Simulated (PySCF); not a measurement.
# GaH2⁺ under other conditions

One physical setting of the base script is moved in each run, with the edits that it forces.

Program: PySCF 2.14.0. Level of theory: method and basis as typed in the scripts. These are calculated values, not measurements.

## Step 1: Starting geometry

GaH2⁺: 3 atoms, charge 1, spin multiplicity 1.

Bond lengths: Ga1–H2 1.528 Å, Ga1–H3 1.528 Å. Angles: H2–Ga1–H3 180.0°.

As a file:

```xyz
3
GaH2
Ga    0.0000    0.0000    0.0000
H     0.0000    0.0000    1.5278
H     0.0000    0.0000   -1.5278
```

## Step 2: The run that the others are compared with

Input file input.py:

```python
from pyscf import gto, scf, mp

mol = gto.M(
    atom='Ga 0 0 0; H 0 0 1.5278; H 0 0 -1.5278',
    basis='def2-tzvp',
    charge=1,
    spin=0,
    verbose=4,
)
mf = scf.RHF(mol)
mf.kernel()
mp.MP2(mf).kernel()
mf.dip_moment()
print('orbital energies (hartree):', mf.mo_energy[..., max(0, mol.nelec[1]-3):mol.nelec[0]+3].round(4))
```

Command:

```sh
$ OMP_NUM_THREADS=1 python input.py
```

The log of this run is left out.

Base result: E(SCF) = -1924.120046 Eh, 8 cycles, E(MP2) − E(SCF) = -0.35063 Eh.

The dipole of an ion depends on the origin.

## Step 3: Charge +2 (doublet, UHF)

Edit 1 changes charge: 1 → 2; spin (2S): 0 → 1; SCF type: RHF → UHF.

Input file input.py:

```python
from pyscf import gto, scf, mp

mol = gto.M(
    atom='Ga 0 0 0; H 0 0 1.5278; H 0 0 -1.5278',
    basis='def2-tzvp',
    charge=2,
    spin=1,
    verbose=4,
)
mf = scf.UHF(mol)
mf.kernel()
mp.MP2(mf).kernel()
mf.dip_moment()
print('orbital energies (hartree):', [e[max(0, n-3):n+3].round(4) for e, n in zip(mf.mo_energy, mol.nelec)])
```

Command:

```sh
$ OMP_NUM_THREADS=1 python input.py
```

## Step 4: Coordinates × 0.97

Edit 2 changes geometry: coordinates × 1 → coordinates × 0.97.

input.py: that of step 2 with these lines changed.

```diff
@@ -3,3 +3,3 @@
 mol = gto.M(
-    atom='Ga 0 0 0; H 0 0 1.5278; H 0 0 -1.5278',
+    atom='Ga 0 0 0; H 0 0 1.482; H 0 0 -1.482',
     basis='def2-tzvp',
```

## Step 5: Coordinates × 0.8

Edit 3 changes geometry: coordinates × 1 → coordinates × 0.8.

input.py: that of step 2 with these lines changed.

```diff
@@ -3,3 +3,3 @@
 mol = gto.M(
-    atom='Ga 0 0 0; H 0 0 1.5278; H 0 0 -1.5278',
+    atom='Ga 0 0 0; H 0 0 1.2222; H 0 0 -1.2222',
     basis='def2-tzvp',
```

## Step 6: Lengths in bohr

Edit 4 changes length unit: angstrom → bohr.

input.py: that of step 2 with these lines changed.

```diff
@@ -7,2 +7,3 @@
     spin=0,
+    unit='bohr',
     verbose=4,
```

## Step 7: PCM, ε = 78.36

Edit 5 changes solvent: none (gas phase) → PCM, ε = 78.36; step after the SCF: mp2 → analyze.

Input file input.py:

```python
from pyscf import gto, scf, solvent

mol = gto.M(
    atom='Ga 0 0 0; H 0 0 1.5278; H 0 0 -1.5278',
    basis='def2-tzvp',
    charge=1,
    spin=0,
    verbose=4,
)
mf = scf.RHF(mol)
mf = solvent.PCM(mf)
mf.with_solvent.eps = 78.36
mf.kernel()
mf.analyze()
print('orbital energies (hartree):', mf.mo_energy[..., max(0, mol.nelec[1]-3):mol.nelec[0]+3].round(4))
```

Before running it: what results should come out? Wanted: for each run, E(SCF); from base; gap, α spin; after the SCF.

As calculated:

```csv
run,E(SCF) (hartree),from base (eV),cycles,"gap, α spin (eV)",after the SCF
base,-1924.120046,0,8,14.33,MP2 correlation -9.541 eV
"charge +2 (doublet, UHF)",-1923.432301,+18.7145,9,19.34,MP2 correlation -8.640 eV
coordinates × 0.97,-1924.118702,+0.0366,8,14.58,MP2 correlation -9.559 eV
coordinates × 0.8,-1924.024748,+2.5932,8,15.92,MP2 correlation -9.755 eV
lengths in bohr (poor choice),-1922.947172,not comparable,8,15.97,MP2 correlation -10.222 eV
"PCM, ε = 78.36",-1924.240078,-3.2662,8,14.43,n/a
```

**Reading.** Of the runs whose energies can be compared, “PCM, ε = 78.36” moves the SCF energy most (-3.266 eV). At the SCF level, going to the doublet with one electron fewer costs 18.71 eV at fixed geometry, against 19.61 eV for the negative of the highest filled level. A continuum solvent with ε = 78.36 lowers the energy by 3.266 eV, a large gain because the system is charged. With coordinates × 0.8 the frontier gap moves by over 1.5 eV, which can mean another electronic state rather than the bond length alone. Rows marked «poor choice» come from settings spoiled on purpose.
